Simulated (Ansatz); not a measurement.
# C₄H₉F₃OSn: up Jacob's ladder to CCSD(T)

One table from this session's results is given with a row withheld; the runs are named, their logs left out.

Computed with Ansatz 0.2.0, Gaussian basis. Level: functionals in def2-TZVPP, the program's frozen cores in correlated methods.

Levels to be run: LDA (SPW92), PBE-D4, revPBE-D4, BLYP-D4, r2SCAN-D4, B97M-V, PBE0-D4, B3LYP-D4, r2SCANh-D4, r2SCAN0-D4, HSE06-D4, BHLYP-D4, CAM-B3LYP-D4, LC-ωPBE, ωB97X-V, ωB97M-V, B2PLYP, PBE-QIDH; CCSD(T)/def2-SVP; CCSD(T)/def2-TZVPP; MP2/def2-QZVPP; extrapolation to the limit; RPA on PBE.

1 further run of the same task is left out (for a known fault of the program). Runs told in other sessions of the task aren't counted.

## Structure used throughout

An earlier PBE0-D4 in a triple-zeta def2 set relaxation fixed the geometry. Sn takes the def2 core potential; no spin-orbit term is included.

SMILES `CC(C)(C)[O][Sn]([F])([F])[F]`, 18 atoms, charge 0, spin multiplicity 1.

Atoms are counted from 1 here; the program's logs count them from 0.

Bond lengths: C1–C2 1.519 Å, C1–H10 1.092 Å, C1–H11 1.091 Å, C1–H12 1.091 Å, C2–C3 1.519 Å, C2–C4 1.519 Å, C2–O5 1.445 Å, C3–H13 1.091 Å, C3–H14 1.092 Å, C3–H15 1.095 Å, C4–H16 1.092 Å, C4–H17 1.091 Å, C4–H18 1.095 Å, O5–Sn6 1.915 Å, Sn6–F7 1.893 Å, Sn6–F8 1.884 Å, Sn6–F9 1.893 Å. Angles: C2–C1–H10 110.3°, C2–C1–H11 110.3°, C2–C1–H12 110.3°, H10–C1–H11 108.7°, H10–C1–H12 108.7°, H11–C1–H12 108.5°, C1–C2–C3 110.9°, C1–C2–C4 110.9°, C1–C2–O5 104.0°, C3–C2–C4 111.3°, C3–C2–O5 109.7°, C4–C2–O5 109.8°, C2–C3–H13 110.5°, C2–C3–H14 110.6°, C2–C3–H15 111.5°, H13–C3–H14 108.5°, H13–C3–H15 108.2°, H14–C3–H15 107.4° and more.

Set-up of the first run:

The input, in.yaml:

```yaml
crystal:
  periodic: [false, false, false]
  atoms:
    - {symbol: C, position_ang: [-1.296089, -1.465528, 0.542439]}
    - {symbol: C, position_ang: [-0.263892, -0.378438, 0.294244]}
    - {symbol: C, position_ang: [-0.487613, 0.803437, 1.221084]}
    - {symbol: C, position_ang: [1.145280, -0.927162, 0.432149]}
    - {symbol: O, position_ang: [-0.500128, 0.022277, -1.073484]}
    - {symbol: Sn, position_ang: [0.514759, 1.382079, -1.962089]}
    - {symbol: F, position_ang: [0.413826, 3.100025, -1.173236]}
    - {symbol: F, position_ang: [-0.160481, 1.547399, -3.713165]}
    - {symbol: F, position_ang: [2.366401, 1.022395, -2.122692]}
    - {symbol: H, position_ang: [-1.206816, -1.846300, 1.561975]}
    - {symbol: H, position_ang: [-2.303595, -1.070258, 0.404174]}
    - {symbol: H, position_ang: [-1.149966, -2.293002, -0.153519]}
    - {symbol: H, position_ang: [-1.487838, 1.216885, 1.079795]}
    - {symbol: H, position_ang: [-0.383011, 0.498835, 2.264523]}
    - {symbol: H, position_ang: [0.241282, 1.600155, 1.038175]}
    - {symbol: H, position_ang: [1.315026, -1.300673, 1.444158]}
    - {symbol: H, position_ang: [1.307911, -1.746085, -0.270894]}
    - {symbol: H, position_ang: [1.897244, -0.154842, 0.238164]}
basis:
  gaussian: {orbitals: def2-TZVPP}
hamiltonian: {xc: lda}
output: {orbitals: {seedname: orbitals}}
```

Run with:

```bash
> ansatz run in.yaml --threads 4 --pin off --events-out ev --progress --plain --max-ram 46080MiB --backend cuda --devices 0, --max-vram 37GiB
```

Among the steps run: LDA; PBE-D4 (GGA); revPBE-D4 (GGA); BLYP-D4 (GGA); r2SCAN-D4 (meta-GGA); B97M-V (meta-GGA); PBE0-D4 (hybrid); B3LYP-D4 (hybrid); r2SCANh-D4 (hybrid); r2SCAN0-D4 (hybrid); HSE06-D4 (hybrid); BHLYP-D4 (hybrid); CAM-B3LYP-D4 (range-separated); LC-ωPBE (range-separated); ωB97X-V (range-separated); ωB97M-V (range-separated); B2PLYP (double hybrid); PBE-QIDH (double hybrid).

One table of the session follows, with a row left open; its other results are not shown here.

It belongs to the step «Frontier levels by functional». 

| functional | HOMO (eV) | LUMO (eV) | gap (eV) |
| --- | --- | --- | --- |
| LDA (SPW92) | -7.55 | -4.03 | 3.53 |
| PBE-D4 | -7.34 | -3.62 | 3.72 |
| revPBE-D4 | -7.25 | -3.45 | 3.80 |
| BLYP-D4 | -7.26 | -3.60 | 3.66 |
| r2SCAN-D4 | -7.69 | -3.40 | 4.29 |
| B97M-V | -7.83 | -3.44 | 4.38 |
| PBE0-D4 | -8.93 | -2.64 | 6.30 |
| B3LYP-D4 | -8.71 | -3.00 | 5.70 |
| r2SCANh-D4 | -8.28 | -3.05 | 5.24 |
| r2SCAN0-D4 | -9.17 | -2.51 | 6.67 |
| HSE06-D4 | -8.53 | -3.01 | 5.52 |
| BHLYP-D4 | -10.47 | -1.66 | 8.81 |
| CAM-B3LYP-D4 | ? | ? | ? |
| LC-ωPBE | -11.72 | -0.25 | 11.47 |
| ωB97X-V | -11.40 | -0.41 | 10.99 |
| ωB97M-V | -11.33 | -0.55 | 10.78 |

Estimate the missing values for CAM-B3LYP-D4.

**Answer.** HOMO (eV): -10.42; LUMO (eV): -1.65; gap (eV): 8.76. In the column «HOMO (eV)» it lies between BHLYP-D4 (-10.47) and r2SCAN0-D4 (-9.17).
